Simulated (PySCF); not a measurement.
# Ge₂+: from the state search to spectroscopic constants, part 1 of 2

Aim: find the lowest electronic state of Ge₂+, scan its bond at several levels of theory, and get bond length, wavenumber and dissociation energy from each curve.

Program: PySCF 2.14.0. Level of theory: Ge def2-TZVPPD, no relativity. These are calculated values, not measurements.

### Step 1. Set-up

Settings of the job:

```json
{
  "atoms": "Ge, Ge",
  "charge": "1",
  "basis": "Ge def2-TZVPPD",
  "Hamiltonian": "no relativity",
  "basis functions": "108",
  "electrons treated": "63",
  "masses in u": "73.9212, 73.9212",
  "levels": "PBE0, PBE, r²SCAN, PBEsol, r²SCAN0, BHandHLYP, M06-2X, PW91, ωB97M-V, HF, MP2, SCS-MP2, CCSD, CCSD(T)",
  "grid": "80 radial by 434 angular points",
  "occupations": "held fixed by the projection of orbital angular momentum",
  "dissociation limit": "Ge+ + Ge, each in its ground configuration",
  "starting distance in angstrom": "2.420",
  "values of 2S to try": "1, 3"
}
```

On the command line:

```sh
> OMP_NUM_THREADS=2 python dia.py task.json out
```

After the search, every level is run at each distance in turn; below they are sorted by level.

### Step 2. Search for the lowest state

At the starting distance of 2.420 Å the search finds these solutions (others can lie among them):

```csv
2Ms+1,unpaired,term,E (eV),⟨S²⟩,⟨Lz²⟩
4,"σ ↑, π ↑↑",⁴Σ⁻,0.00,3.75,0.00
2,"σ ↓, π ↑↑",not assigned,0.41,1.77,0.00
2,"σ ↑, π ↑↓",not assigned,0.41,1.76,2.01
2,π ↑,²Π,0.69,0.75,1.00
2,σ ↑,not assigned,1.05,0.76,2.00
2,π ↑,²Π,1.71,0.75,1.00
4,"σ ↑, π ↑↑",not assigned,2.27,3.76,2.01
4,π ↑↑↑,⁴Π,2.84,3.76,1.01
4,"π ↑↑, δ ↑",⁴Δ,8.91,3.75,4.00
```

9 of 11 solutions are listed, lowest first.

A term symbol stands only where ⟨S²⟩ and ⟨Lz²⟩ are near those of a pure state; g and u labels are left off.

The most promising solutions are followed along the bond (rough minima from three points):

```
2Ms+1   unpaired  R at minimum (Å)  energy at minimum (eV)
    4  σ ↑, π ↑↑              2.42                    0.00
    2  σ ↓, π ↑↑              2.41                    0.41
    2  σ ↑, π ↑↓              2.42                    0.41
    2        π ↑              2.61                    0.53
    2        σ ↑              2.45                    1.04
```

The search made 11 SCF attempts at the starting distance; with the short scans it took 28 s of wall time (2 threads of AMD EPYC 9R45 (Zen 5), shared host).

### Step 3. PBE0 along the bond

State followed: ⁴Σg⁻ (quartet), unpaired electrons σ ↑, π ↑↑. The scan is laid around 2.417 Å.

Log of the SCF at 2.417 Å:

```text
******** <class 'pyscf.dft.uks_symm.SymAdaptedUKS'> ********
method = SymAdaptedUKS
initial guess = minao
damping factor = 0
level_shift factor = 0
DIIS = <class 'pyscf.scf.diis.CDIIS'>
diis_start_cycle = 1
diis_space = 10
diis_damp = 0
SCF conv_tol = 1e-09
SCF conv_tol_grad = None
SCF max_cycles = 60
direct_scf = False
max_memory 4900 MB (current use 1068 MB)
number electrons alpha = 33  beta = 30
XC library pyscf.dft.libxc version 7.0.0
    S. Lehtola, C. Steigemann, M. J.T. Oliveira, and M. A.L. Marques.,  SoftwareX 7, 1–5 (2018)
XC functionals = PBE0
    C. Adamo and V. Barone.,  J. Chem. Phys. 110, 6158 (1999)
    M. Ernzerhof and G. E. Scuseria.,  J. Chem. Phys. 110, 5029 (1999)
small_rho_cutoff = 0
Overwritten attributes  get_jk get_hcore get_occ get_k get_j  of <class 'pyscf.dft.uks_symm.SymAdaptedUKS'>
<class 'pyscf.dft.uks_symm.SymAdaptedUKS'> does not have attributes  refdm
Set gradient conv threshold to 3.16228e-05
init E= -4153.14327391522
cycle= 1 E= -4153.14214146095  delta_E= 0.00113  |g|= 0.0004  |ddm|= 0.00278
cycle= 2 E= -4153.14214152392  delta_E= -6.3e-08  |g|= 0.00033  |ddm|= 0.000939
cycle= 3 E= -4153.14214158753  delta_E= -6.36e-08  |g|= 5.01e-05  |ddm|= 0.000381
cycle= 4 E= -4153.14214158803  delta_E= -4.97e-10  |g|= 1.31e-05  |ddm|= 3.87e-05
Extra cycle  E= -4153.14214158799  delta_E= 3.55e-11  |g|= 1.83e-05  |ddm|= 3.23e-05
converged SCF energy = -4153.14214158799  <S^2> = 3.7521911  2S+1 = 4.0010954
```

Points of the scan, energies from the lowest:

```csv
R (Å),E (eV),Mayer bond order,⟨S²⟩,HOMO (eV),LUMO (eV)
2.0786,0.8068,1.69,3.75,-13.07,-9.91
2.1753,0.3499,1.68,3.75,-13.04,-9.68
2.2720,0.1043,1.66,3.75,-12.75,-9.63
2.3445,0.0204,1.65,3.75,-12.55,-9.61
2.4170,0.0000,1.64,3.75,-12.37,-9.58
2.4895,0.0274,1.63,3.75,-12.19,-9.54
2.5862,0.1176,1.62,3.75,-11.98,-9.48
2.7070,0.2869,1.60,3.75,-11.74,-9.39
2.8521,0.5354,1.58,3.75,-11.49,-9.28
3.0454,0.8923,1.56,3.75,-11.21,-9.10
```

Fit: Re = 2.408 Å, ωe = 262.5 cm⁻¹, ωexe = 0.736 cm⁻¹, αe = 0.000308 cm⁻¹, Be = 0.07864 cm⁻¹, De = 3.35 eV.

Orbitals nearest the gap at 2.417 Å:

```
spin  orbital  ε (eV)  filled         made of
   β       πg  -40.54     yes         d 100 %
   β       πg  -40.54     yes         d 100 %
   β       σu  -40.47     yes         d 100 %
   α       σg  -22.05     yes   s 89 %, p 9 %
   β       σg  -19.97     yes          s 92 %
   α       σu  -18.10     yes          s 99 %
   β       σu  -16.31     yes          s 96 %
   α       σg  -12.96     yes  p 89 %, s 11 %
   α       πu  -12.37     yes          p 95 %
   α       πu  -12.37     yes          p 95 %
   β       σg   -9.58      no   p 90 %, s 9 %
   β       πu   -9.19      no          p 97 %
   α       πg   -8.34      no          p 99 %
   α       πg   -8.34      no          p 99 %
```

Polarisability there: 95.2 bohr³ along the bond, 43.4 across it.

### Step 4. Fields at the reference distance

The fields below are evaluated on a grid from the run's orbitals.

Frontier orbitals at PBE0 (alpha spin), with the share of their density that lies nearest to each atom:

| orbital | energy (eV) | lies on |
| --- | --- | --- |
| HOMO | -12.37 | Ge1, Ge2 about 50 % each |
| LUMO | -8.34 | Ge1, Ge2 about 50 % each |

ELF in a plane through or near 2 of the atoms.

Ten even steps from '0' (0.00) to '9' (0.89):
```
0000000000011111100000000000
0000001111223333221111000000
0000122333444444443332210000
0001356666665555666666531000
0002567776666556666777652000
0025888877677667767788885200
0158998864456776544688998510
0279997522225775222257999720
0489984247732662377424899840
0489983276662662566723899840
0489983276652662566723899840
0489984247732662377424899840
0279997522225775222257999720
0158998864456776544688998510
0025888877677667767788885200
0002567777666556667777652000
0001356666665555666666531000
0000122333444444443332210000
0000001111223333221111000000
0000000000011111100000000000
```
The map spans 7.6 Å across and 5.2 Å up, centred on the molecule. Atoms in the plane (x, y in Å): Ge1 (-1.2, 0.0), Ge2 (1.2, 0.0).

On the surface of density 0.002 e/bohr³ the electrostatic potential runs, from the 1st to the 99th percentile, from 5.75 to 6.29 V.

The spin density lies nearest to Ge1, Ge2 about 50 % each.

### Step 5. Higher solutions at PBE0

State 2: Ms = 0.5 determinant of mixed spin (⟨S²⟩ = 1.77), unpaired electrons σ ↓, π ↑↑, an excited solution.

Log of the SCF at 2.417 Å:

```text
******** <class 'pyscf.dft.uks_symm.SymAdaptedUKS'> ********
method = SymAdaptedUKS
initial guess = minao
damping factor = 0
level_shift factor = 0
DIIS = <class 'pyscf.scf.diis.CDIIS'>
diis_start_cycle = 1
diis_space = 10
diis_damp = 0
SCF conv_tol = 1e-09
SCF conv_tol_grad = None
SCF max_cycles = 60
direct_scf = False
max_memory 4900 MB (current use 1139 MB)
number electrons alpha = 32  beta = 31
XC library pyscf.dft.libxc version 7.0.0
    S. Lehtola, C. Steigemann, M. J.T. Oliveira, and M. A.L. Marques.,  SoftwareX 7, 1–5 (2018)
XC functionals = PBE0
    C. Adamo and V. Barone.,  J. Chem. Phys. 110, 6158 (1999)
    M. Ernzerhof and G. E. Scuseria.,  J. Chem. Phys. 110, 5029 (1999)
small_rho_cutoff = 0
Set gradient conv threshold to 3.16228e-05
init E= -4153.12834370849
cycle= 1 E= -4153.12715731875  delta_E= 0.00119  |g|= 0.000484  |ddm|= 0.00278
cycle= 2 E= -4153.12715736518  delta_E= -4.64e-08  |g|= 0.000508  |ddm|= 0.00121
cycle= 3 E= -4153.12715748957  delta_E= -1.24e-07  |g|= 0.000168  |ddm|= 0.000703
cycle= 4 E= -4153.12715750521  delta_E= -1.56e-08  |g|= 2.95e-05  |ddm|= 0.000223
cycle= 5 E= -4153.12715750566  delta_E= -4.49e-10  |g|= 1.64e-05  |ddm|= 4.16e-05
Extra cycle  E= -4153.12715750564  delta_E= 2.09e-11  |g|= 2e-05  |ddm|= 2.69e-05
converged SCF energy = -4153.12715750564  <S^2> = 1.770099  2S+1 = 2.8426037
```

Re = 2.402 Å, ωe = 264.9 cm⁻¹; the determinant mixes terms (⟨S²⟩ = 1.77, ⟨Lz²⟩ = 0.00), so these belong to no real state. Its minimum lies 0.41 eV above that of the lowest state.

State 3: Ms = 0.5 determinant of mixed spin (⟨S²⟩ = 1.76), unpaired electrons σ ↑, π ↑↓, an excited solution.

Output of the SCF at 2.417 Å:

```text
******** <class 'pyscf.dft.uks_symm.SymAdaptedUKS'> ********
method = SymAdaptedUKS
initial guess = minao
damping factor = 0
level_shift factor = 0
DIIS = <class 'pyscf.scf.diis.CDIIS'>
diis_start_cycle = 1
diis_space = 10
diis_damp = 0
SCF conv_tol = 1e-09
SCF conv_tol_grad = None
SCF max_cycles = 60
direct_scf = False
max_memory 4900 MB (current use 1139 MB)
number electrons alpha = 32  beta = 31
XC library pyscf.dft.libxc version 7.0.0
    S. Lehtola, C. Steigemann, M. J.T. Oliveira, and M. A.L. Marques.,  SoftwareX 7, 1–5 (2018)
XC functionals = PBE0
    C. Adamo and V. Barone.,  J. Chem. Phys. 110, 6158 (1999)
    M. Ernzerhof and G. E. Scuseria.,  J. Chem. Phys. 110, 5029 (1999)
small_rho_cutoff = 0
Set gradient conv threshold to 3.16228e-05
init E= -4153.12818468295
cycle= 1 E= -4153.12704149203  delta_E= 0.00114  |g|= 0.000463  |ddm|= 0.00278
cycle= 2 E= -4153.12704148578  delta_E= 6.25e-09  |g|= 0.000535  |ddm|= 0.00124
cycle= 3 E= -4153.12704163992  delta_E= -1.54e-07  |g|= 0.000181  |ddm|= 0.000797
cycle= 4 E= -4153.12704166058  delta_E= -2.07e-08  |g|= 2.45e-05  |ddm|= 0.000243
cycle= 5 E= -4153.12704166089  delta_E= -3.13e-10  |g|= 1.38e-05  |ddm|= 3.23e-05
Extra cycle  E= -4153.1270416609  delta_E= -7.28e-12  |g|= 1.6e-05  |ddm|= 2.06e-05
converged SCF energy = -4153.1270416609  <S^2> = 1.7636789  2S+1 = 2.8380831
```

Re = 2.413 Å, ωe = 260.7 cm⁻¹; the determinant mixes terms (⟨S²⟩ = 1.76, ⟨Lz²⟩ = 2.01), so these belong to no real state. Its minimum lies 0.41 eV above that of the lowest state.

State 4: ²Πu (doublet), unpaired electrons π ↑, an excited solution.

The SCF at the reference distance, 2.417 Å, printed:

```text
******** <class 'pyscf.dft.uks_symm.SymAdaptedUKS'> ********
method = SymAdaptedUKS
initial guess = minao
damping factor = 0
level_shift factor = 0
DIIS = <class 'pyscf.scf.diis.CDIIS'>
diis_start_cycle = 1
diis_space = 10
diis_damp = 0
SCF conv_tol = 1e-09
SCF conv_tol_grad = None
SCF max_cycles = 60
direct_scf = False
max_memory 4900 MB (current use 1139 MB)
number electrons alpha = 32  beta = 31
XC library pyscf.dft.libxc version 7.0.0
    S. Lehtola, C. Steigemann, M. J.T. Oliveira, and M. A.L. Marques.,  SoftwareX 7, 1–5 (2018)
XC functionals = PBE0
    C. Adamo and V. Barone.,  J. Chem. Phys. 110, 6158 (1999)
    M. Ernzerhof and G. E. Scuseria.,  J. Chem. Phys. 110, 5029 (1999)
small_rho_cutoff = 0
Set gradient conv threshold to 3.16228e-05
init E= -4153.1173479157
cycle= 1 E= -4153.11675330436  delta_E= 0.000595  |g|= 0.000399  |ddm|= 0.00288
cycle= 2 E= -4153.11675338495  delta_E= -8.06e-08  |g|= 0.00022  |ddm|= 0.000875
cycle= 3 E= -4153.11675341337  delta_E= -2.84e-08  |g|= 1.08e-05  |ddm|= 0.000324
cycle= 4 E= -4153.11675341341  delta_E= -4.46e-11  |g|= 8.88e-06  |ddm|= 2.9e-05
Extra cycle  E= -4153.11675341339  delta_E= 2e-11  |g|= 1.26e-05  |ddm|= 1.99e-05
converged SCF energy = -4153.11675341339  <S^2> = 0.75272207  2S+1 = 2.0027202
```

Re = 2.607 Å, ωe = 230.2 cm⁻¹, ωexe = 0.464 cm⁻¹, αe = 0.000210 cm⁻¹, Be = 0.06710 cm⁻¹. Its minimum lies 0.53 eV above that of the lowest state.

Energy (eV) from the lowest point of the lowest state:

```csv
R (Å),lowest,state 2,state 3,state 4
2.079,0.807,1.195,1.237,2.415
2.175,0.350,0.743,0.773,1.640
2.272,0.104,0.503,0.522,1.123
2.345,0.020,0.424,0.435,0.864
2.417,0.000,0.408,0.411,0.691
2.490,0.027,0.439,0.435,0.587
2.586,0.118,0.534,0.522,0.532
2.707,0.287,0.707,0.686,0.562
2.852,0.535,0.957,0.929,0.698
3.045,0.892,1.311,1.278,0.976
```

### Step 6. PBE

Log of the SCF at 2.417 Å:

```text
******** <class 'pyscf.dft.uks_symm.SymAdaptedUKS'> ********
method = SymAdaptedUKS
initial guess = minao
damping factor = 0
level_shift factor = 0
DIIS = <class 'pyscf.scf.diis.CDIIS'>
diis_start_cycle = 1
diis_space = 10
diis_damp = 0
SCF conv_tol = 1e-09
SCF conv_tol_grad = None
SCF max_cycles = 60
direct_scf = False
max_memory 4900 MB (current use 1139 MB)
number electrons alpha = 33  beta = 30
XC library pyscf.dft.libxc version 7.0.0
    S. Lehtola, C. Steigemann, M. J.T. Oliveira, and M. A.L. Marques.,  SoftwareX 7, 1–5 (2018)
XC functionals = PBE
    J. P. Perdew, K. Burke, and M. Ernzerhof.,  Phys. Rev. Lett. 77, 3865 (1996)
    J. P. Perdew, K. Burke, and M. Ernzerhof.,  Phys. Rev. Lett. 78, 1396 (1997)
    J. P. Perdew, K. Burke, and M. Ernzerhof.,  Phys. Rev. Lett. 77, 3865 (1996)
    J. P. Perdew, K. Burke, and M. Ernzerhof.,  Phys. Rev. Lett. 78, 1396 (1997)
small_rho_cutoff = 0
Set gradient conv threshold to 3.16228e-05
init E= -4153.04350083319
cycle= 1 E= -4153.04512385902  delta_E= -0.00162  |g|= 0.101  |ddm|= 0.124
cycle= 2 E= -4153.04417211017  delta_E= 0.000952  |g|= 0.132  |ddm|= 0.093
cycle= 3 E= -4153.04636045726  delta_E= -0.00219  |g|= 0.00145  |ddm|= 0.056
cycle= 4 E= -4153.04636104043  delta_E= -5.83e-07  |g|= 0.000578  |ddm|= 0.00242
cycle= 5 E= -4153.0463610168  delta_E= 2.36e-08  |g|= 0.000577  |ddm|= 0.00154
cycle= 6 E= -4153.04636131366  delta_E= -2.97e-07  |g|= 0.000115  |ddm|= 0.000983
cycle= 7 E= -4153.04636132375  delta_E= -1.01e-08  |g|= 1.65e-06  |ddm|= 0.000176
cycle= 8 E= -4153.04636132376  delta_E= -7.28e-12  |g|= 1.79e-07  |ddm|= 3.14e-06
Extra cycle  E= -4153.04636132375  delta_E= 7.28e-12  |g|= 9.57e-08  |ddm|= 3.67e-07
converged SCF energy = -4153.04636132375  <S^2> = 3.7508807  2S+1 = 4.0004403
```

Re = 2.444 Å, ωe = 242.4 cm⁻¹, ωexe = 0.788 cm⁻¹, αe = 0.000333 cm⁻¹, Be = 0.07635 cm⁻¹, De = 3.61 eV.

### Step 7. r²SCAN

Output of the SCF at 2.417 Å:

```text
******** <class 'pyscf.dft.uks_symm.SymAdaptedUKS'> ********
method = SymAdaptedUKS
initial guess = minao
damping factor = 0
level_shift factor = 0
DIIS = <class 'pyscf.scf.diis.CDIIS'>
diis_start_cycle = 1
diis_space = 10
diis_damp = 0
SCF conv_tol = 1e-09
SCF conv_tol_grad = None
SCF max_cycles = 60
direct_scf = False
max_memory 4900 MB (current use 1139 MB)
number electrons alpha = 33  beta = 30
XC library pyscf.dft.libxc version 7.0.0
    S. Lehtola, C. Steigemann, M. J.T. Oliveira, and M. A.L. Marques.,  SoftwareX 7, 1–5 (2018)
XC functionals = R2SCAN
    J. W. Furness, A. D. Kaplan, J. Ning, J. P. Perdew, and J. Sun.,  J. Phys. Chem. Lett. 11, 8208-8215 (2020)
    J. W. Furness, A. D. Kaplan, J. Ning, J. P. Perdew, and J. Sun.,  J. Phys. Chem. Lett. 11, 9248-9248 (2020)
    J. W. Furness, A. D. Kaplan, J. Ning, J. P. Perdew, and J. Sun.,  J. Phys. Chem. Lett. 11, 8208-8215 (2020)
    J. W. Furness, A. D. Kaplan, J. Ning, J. P. Perdew, and J. Sun.,  J. Phys. Chem. Lett. 11, 9248-9248 (2020)
small_rho_cutoff = 0
Set gradient conv threshold to 3.16228e-05
init E= -4153.63946302715
cycle= 1 E= -4153.64088566739  delta_E= -0.00142  |g|= 0.0118  |ddm|=  0.1
cycle= 2 E= -4153.64088002106  delta_E= 5.65e-06  |g|= 0.0145  |ddm|= 0.0155
cycle= 3 E= -4153.64091342252  delta_E= -3.34e-05  |g|= 0.000527  |ddm|= 0.00744
cycle= 4 E= -4153.64091345987  delta_E= -3.73e-08  |g|= 0.000435  |ddm|= 0.00147
cycle= 5 E= -4153.6409134902  delta_E= -3.03e-08  |g|= 0.00039  |ddm|= 0.00114
cycle= 6 E= -4153.64091362223  delta_E= -1.32e-07  |g|= 4.18e-05  |ddm|= 0.000608
cycle= 7 E= -4153.640913624  delta_E= -1.77e-09  |g|= 3.38e-06  |ddm|= 0.000109
cycle= 8 E= -4153.64091362402  delta_E= -1.18e-11  |g|= 3.78e-07  |ddm|= 5.59e-06
Extra cycle  E= -4153.64091362402  delta_E= -4.55e-12  |g|= 3.6e-07  |ddm|= 2.74e-06
converged SCF energy = -4153.64091362402  <S^2> = 3.7524898  2S+1 = 4.0012447
```

Re = 2.409 Å, ωe = 256.5 cm⁻¹, ωexe = 0.807 cm⁻¹, αe = 0.000332 cm⁻¹, Be = 0.07858 cm⁻¹, De = 3.57 eV. 16 s of CPU time for 12 points, integrals apart.

### Step 8. PBEsol (GGA)

Output of the SCF at 2.417 Å:

```text
******** <class 'pyscf.dft.uks_symm.SymAdaptedUKS'> ********
method = SymAdaptedUKS
initial guess = minao
damping factor = 0
level_shift factor = 0
DIIS = <class 'pyscf.scf.diis.CDIIS'>
diis_start_cycle = 1
diis_space = 10
diis_damp = 0
SCF conv_tol = 1e-09
SCF conv_tol_grad = None
SCF max_cycles = 60
direct_scf = False
max_memory 4900 MB (current use 1140 MB)
number electrons alpha = 33  beta = 30
XC library pyscf.dft.libxc version 7.0.0
    S. Lehtola, C. Steigemann, M. J.T. Oliveira, and M. A.L. Marques.,  SoftwareX 7, 1–5 (2018)
XC functionals = PBEsol
    J. P. Perdew, A. Ruzsinszky, G. I. Csonka, O. A. Vydrov, G. E. Scuseria, L. A. Constantin, X. Zhou, and K. Burke.,  Phys. Rev. Lett. 100, 136406 (2008)
    J. P. Perdew, A. Ruzsinszky, G. I. Csonka, O. A. Vydrov, G. E. Scuseria, L. A. Constantin, X. Zhou, and K. Burke.,  Phys. Rev. Lett. 100, 136406 (2008)
small_rho_cutoff = 0
Set gradient conv threshold to 3.16228e-05
init E= -4150.04871397965
cycle= 1 E= -4150.05050857142  delta_E= -0.00179  |g|= 0.135  |ddm|= 0.128
cycle= 2 E= -4150.04886929416  delta_E= 0.00164  |g|= 0.175  |ddm|= 0.121
cycle= 3 E= -4150.05267172906  delta_E= -0.0038  |g|= 0.00279  |ddm|= 0.0748
cycle= 4 E= -4150.0526739162  delta_E= -2.19e-06  |g|= 0.000786  |ddm|= 0.00379
cycle= 5 E= -4150.05267402365  delta_E= -1.07e-07  |g|= 0.000632  |ddm|= 0.00177
cycle= 6 E= -4150.05267437649  delta_E= -3.53e-07  |g|= 0.000137  |ddm|= 0.00111
cycle= 7 E= -4150.05267439277  delta_E= -1.63e-08  |g|= 2.66e-06  |ddm|= 0.000214
cycle= 8 E= -4150.05267439276  delta_E= 5.46e-12  |g|= 2.52e-07  |ddm|= 5.21e-06
Extra cycle  E= -4150.05267439277  delta_E= -2.73e-12  |g|= 1.15e-07  |ddm|= 4.47e-07
converged SCF energy = -4150.05267439277  <S^2> = 3.7508701  2S+1 = 4.000435
```

Re = 2.419 Å, ωe = 250.8 cm⁻¹, ωexe = 0.788 cm⁻¹, αe = 0.000331 cm⁻¹, Be = 0.07793 cm⁻¹, De = 3.84 eV. 7.7 s of CPU time for 12 points, integrals apart.

### Step 9. r²SCAN0

Output of the SCF at 2.417 Å:

```text
******** <class 'pyscf.dft.uks_symm.SymAdaptedUKS'> ********
method = SymAdaptedUKS
initial guess = minao
damping factor = 0
level_shift factor = 0
DIIS = <class 'pyscf.scf.diis.CDIIS'>
diis_start_cycle = 1
diis_space = 10
diis_damp = 0
SCF conv_tol = 1e-09
SCF conv_tol_grad = None
SCF max_cycles = 60
direct_scf = False
max_memory 4900 MB (current use 1140 MB)
number electrons alpha = 33  beta = 30
XC library pyscf.dft.libxc version 7.0.0
    S. Lehtola, C. Steigemann, M. J.T. Oliveira, and M. A.L. Marques.,  SoftwareX 7, 1–5 (2018)
XC functionals = HYB_MGGA_XC_R2SCAN0
    M. Bursch, H. Neugebauer, S. Ehlert, and S. Grimme.,  J. Chem. Phys. 156, 134105 (2022)
small_rho_cutoff = 0
Set gradient conv threshold to 3.16228e-05
init E= -4153.60007502971
cycle= 1 E= -4153.60042749332  delta_E= -0.000352  |g|= 0.0463  |ddm|= 0.103
cycle= 2 E= -4153.60040113793  delta_E= 2.64e-05  |g|= 0.0486  |ddm|= 0.0477
cycle= 3 E= -4153.60069015597  delta_E= -0.000289  |g|= 0.00074  |ddm|= 0.0203
cycle= 4 E= -4153.6006905988  delta_E= -4.43e-07  |g|= 0.000303  |ddm|= 0.0022
cycle= 5 E= -4153.60069067963  delta_E= -8.08e-08  |g|= 8e-05  |ddm|= 0.000689
cycle= 6 E= -4153.60069068164  delta_E= -2.01e-09  |g|= 7.43e-05  |ddm|= 0.000199
cycle= 7 E= -4153.60069068497  delta_E= -3.33e-09  |g|= 7.64e-06  |ddm|= 9.75e-05
cycle= 8 E= -4153.60069068506  delta_E= -9e-11  |g|= 1.29e-06  |ddm|= 2.04e-05
Extra cycle  E= -4153.60069068507  delta_E= -7.28e-12  |g|= 7.66e-07  |ddm|= 2.99e-06
converged SCF energy = -4153.60069068507  <S^2> = 3.7540108  2S+1 = 4.0020049
```

Re = 2.391 Å, ωe = 269.4 cm⁻¹, ωexe = 0.745 cm⁻¹, αe = 0.000308 cm⁻¹, Be = 0.07978 cm⁻¹, De = 3.34 eV.

### Step 10. BHandHLYP (global hybrid GGA)

Output of the SCF at 2.417 Å:

```text
******** <class 'pyscf.dft.uks_symm.SymAdaptedUKS'> ********
method = SymAdaptedUKS
initial guess = minao
damping factor = 0
level_shift factor = 0
DIIS = <class 'pyscf.scf.diis.CDIIS'>
diis_start_cycle = 1
diis_space = 10
diis_damp = 0
SCF conv_tol = 1e-09
SCF conv_tol_grad = None
SCF max_cycles = 60
direct_scf = False
max_memory 4900 MB (current use 1140 MB)
number electrons alpha = 33  beta = 30
XC library pyscf.dft.libxc version 7.0.0
    S. Lehtola, C. Steigemann, M. J.T. Oliveira, and M. A.L. Marques.,  SoftwareX 7, 1–5 (2018)
XC functionals = BHANDHLYP
    A. D. Becke.,  J. Chem. Phys. 98, 1372 (1993)
    Defined through Gaussian implementation.
small_rho_cutoff = 0
Set gradient conv threshold to 3.16228e-05
init E= -4153.62707552687
cycle= 1 E= -4153.62866588594  delta_E= -0.00159  |g|= 0.0505  |ddm|= 0.118
cycle= 2 E= -4153.62872011816  delta_E= -5.42e-05  |g|= 0.0456  |ddm|= 0.0416
cycle= 3 E= -4153.62896901856  delta_E= -0.000249  |g|= 0.00146  |ddm|= 0.019
cycle= 4 E= -4153.62896983933  delta_E= -8.21e-07  |g|= 0.000304  |ddm|= 0.00185
cycle= 5 E= -4153.62896991085  delta_E= -7.15e-08  |g|= 6.65e-05  |ddm|= 0.000423
cycle= 6 E= -4153.62896991589  delta_E= -5.04e-09  |g|= 1.32e-05  |ddm|= 0.000154
cycle= 7 E= -4153.62896991595  delta_E= -5.91e-11  |g|= 7.22e-06  |ddm|= 1.89e-05
Extra cycle  E= -4153.62896991595  delta_E= -2.73e-12  |g|= 9.18e-06  |ddm|= 1.54e-05
converged SCF energy = -4153.62896991595  <S^2> = 3.7540207  2S+1 = 4.0020099
```

Re = 2.404 Å, ωe = 267.6 cm⁻¹, ωexe = 0.702 cm⁻¹, αe = 0.000297 cm⁻¹, Be = 0.07895 cm⁻¹, De = 2.89 eV. 19 s of CPU time for 12 points, integrals apart.

### Step 11. M06-2X (hybrid meta-GGA)

Output of the SCF at 2.417 Å:

```text
******** <class 'pyscf.dft.uks_symm.SymAdaptedUKS'> ********
method = SymAdaptedUKS
initial guess = minao
damping factor = 0
level_shift factor = 0
DIIS = <class 'pyscf.scf.diis.CDIIS'>
diis_start_cycle = 1
diis_space = 10
diis_damp = 0
SCF conv_tol = 1e-09
SCF conv_tol_grad = None
SCF max_cycles = 60
direct_scf = False
max_memory 4900 MB (current use 1140 MB)
number electrons alpha = 33  beta = 30
XC library pyscf.dft.libxc version 7.0.0
    S. Lehtola, C. Steigemann, M. J.T. Oliveira, and M. A.L. Marques.,  SoftwareX 7, 1–5 (2018)
XC functionals = M062X
    Y. Zhao and D. G. Truhlar.,  Theor. Chem. Acc. 120, 215 (2008)
    Y. Zhao and D. G. Truhlar.,  Theor. Chem. Acc. 120, 215 (2008)
small_rho_cutoff = 0
Set gradient conv threshold to 3.16228e-05
init E= -4153.66648758079
cycle= 1 E= -4153.67688301419  delta_E= -0.0104  |g|= 0.098  |ddm|= 0.343
cycle= 2 E= -4153.67718779565  delta_E= -0.000305  |g|= 0.084  |ddm|= 0.094
cycle= 3 E= -4153.67801640865  delta_E= -0.000829  |g|= 0.00432  |ddm|= 0.0299
cycle= 4 E= -4153.6780213322  delta_E= -4.92e-06  |g|= 0.000704  |ddm|= 0.0099
cycle= 5 E= -4153.67802178505  delta_E= -4.53e-07  |g|= 0.000236  |ddm|= 0.00171
cycle= 6 E= -4153.67802184695  delta_E= -6.19e-08  |g|= 5.49e-05  |ddm|= 0.000509
cycle= 7 E= -4153.67802185409  delta_E= -7.14e-09  |g|= 2.36e-05  |ddm|= 0.000235
cycle= 8 E= -4153.67802185443  delta_E= -3.4e-10  |g|= 1.69e-05  |ddm|= 5.12e-05
Extra cycle  E= -4153.67802185438  delta_E= 5.09e-11  |g|= 2.25e-05  |ddm|= 4.14e-05
converged SCF energy = -4153.67802185438  <S^2> = 3.7549004  2S+1 = 4.0024495
```

Re = 2.416 Å, ωe = 270.1 cm⁻¹, ωexe = 0.691 cm⁻¹, αe = 0.000284 cm⁻¹, Be = 0.07816 cm⁻¹, De = 3.06 eV.

(Continued in part 2 of 2.)
